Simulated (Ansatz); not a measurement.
**C2H6BO radical: small, medium and large basis sets**

An exercise on one series of results from a longer session: the logs are not shown, and one member is left open.

Method: one geometry, several basis sets; program: Ansatz 0.2.0, Gaussian basis.

Plan: PBE0-D4/def2-SVP; ωB97M-V/def2-SVP; PBE0-D4/def2-QZVPP; ωB97M-V/def2-QZVPP; the functionals' def2-TZVPP values are taken from earlier runs.

## The geometry

The geometry comes from an earlier relaxation with PBE0-D4 in a triple-zeta def2 set; it is a stationary point, not always the lowest conformer.

10 atoms, charge 0, spin multiplicity 2.

Atoms are counted from 1 here; the program's logs count them from 0.

Bond lengths: C1–B2 1.557 Å, C1–H5 1.095 Å, C1–H6 1.094 Å, C1–H7 1.094 Å, B2–O3 1.331 Å, O3–C4 1.417 Å, C4–H8 1.091 Å, C4–H9 1.091 Å, C4–H10 1.092 Å. Angles: B2–C1–H5 112.4°, B2–C1–H6 110.4°, B2–C1–H7 110.1°, H5–C1–H6 108.9°, H5–C1–H7 108.8°, H6–C1–H7 106.0°, C1–B2–O3 123.8°, B2–O3–C4 123.4°, O3–C4–H8 108.6°, O3–C4–H9 108.7°, O3–C4–H10 111.0°, H8–C4–H9 109.0°, H8–C4–H10 109.8°, H9–C4–H10 109.7°.

Set-up of the first run:

in.yaml

```yaml
crystal:
  periodic: [false, false, false]
  atoms:
    - {symbol: C, position_ang: [-0.986329, 1.353279, -0.967062]}
    - {symbol: B, position_ang: [-0.310665, 0.509961, 0.154487]}
    - {symbol: O, position_ang: [0.384077, -0.603204, -0.071325]}
    - {symbol: C, position_ang: [0.998431, -1.361014, 0.956630]}
    - {symbol: H, position_ang: [-0.846369, 0.913632, -1.960635]}
    - {symbol: H, position_ang: [-2.057528, 1.457925, -0.773036]}
    - {symbol: H, position_ang: [-0.579358, 2.368840, -0.970207]}
    - {symbol: H, position_ang: [0.593056, -2.373914, 0.932898]}
    - {symbol: H, position_ang: [2.071942, -1.403488, 0.765070]}
    - {symbol: H, position_ang: [0.815944, -0.913216, 1.936081]}
basis:
  gaussian: {orbitals: def2-SVP}
magnetization: {spin_polarized: true, initial_magnetization: 1}
hamiltonian: {xc: pbe0, dispersion: d4}
output: {orbitals: {seedname: orbitals}}
```

Run with:

```sh
> ansatz run in.yaml --threads 4 --pin off --events-out ev --progress --plain --max-ram 10444MiB
```

Among the steps run: PBE0-D4 in def2-SVP; ωB97M-V in def2-SVP; PBE0-D4 in def2-QZVPP; ωB97M-V in def2-QZVPP.

One table of the session follows, with a row left open; its other results are not shown here.

It belongs to the step «Density functionals: the series». 

```
functional       basis  HOMO (eV)
   PBE0-D4    def2-SVP      -4.97
   PBE0-D4  def2-TZVPP      -5.09
   PBE0-D4  def2-QZVPP      -5.10
   ωB97M-V    def2-SVP          ?
   ωB97M-V  def2-TZVPP      -6.94
   ωB97M-V  def2-QZVPP      -6.96
```

Q: Estimate the row for ωB97M-V, def2-SVP from the others.

The run gave: HOMO (eV): -6.79. In the column «HOMO (eV)» it lies between ωB97M-V, def2-TZVPP (-6.94) and PBE0-D4, def2-QZVPP (-5.10).
